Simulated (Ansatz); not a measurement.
# Ge2HN: the cost of one run

Method: the settings change from run to run; program: Ansatz 0.2.0, Gaussian basis.

34 further runs of the same task are left out: 25 that didn't finish, 9 set aside as unsound or not needed.

**1. The geometry**

The geometry is a PBE0/def2-TZVP stationary point (not a proven minimum) of the parent state, kept for this charge and spin. No spin-orbit coupling is included. The filled d shell of Ge may be among the frozen orbitals whatever the setting's name suggests; the logs give the count.

4 atoms, charge 1, spin multiplicity 2.

Atoms are counted from 1 here; the program's logs count them from 0.

Bond lengths: Ge1–N2 1.675 Å, N2–Ge3 1.820 Å, Ge3–H4 1.609 Å. Angles: Ge1–N2–Ge3 169.6°, N2–Ge3–H4 95.4°.

**2. MP2 on UHF/6-31G**

in.yaml reads:

```yaml
crystal:
  periodic: [false, false, false]
  atoms:
    - {symbol: Ge, position_ang: [0.000037, -0.400092, 2.236409]}
    - {symbol: N, position_ang: [-0.000257, -0.268272, 0.566288]}
    - {symbol: Ge, position_ang: [0.000028, -0.454839, -1.244511]}
    - {symbol: H, position_ang: [0.000192, 1.123203, -1.558186]}
basis:
  gaussian: {orbitals: 6-31G}
total_charge: 1
magnetization: {spin_polarized: true, initial_magnetization: 1}
correlation: {method: mp2, electrons: outside_noble_gas}
accuracy: high
```

Started as:

```bash
> ansatz run in.yaml --threads 1 --pin off --events-out ev --progress --plain --max-ram 2393MiB
```

**Question.** How long does this run take on 1 thread of Intel Xeon at 2.50GHz, shared host, and how much memory does it need?

About 23 s, with a peak of 0.35 GiB.
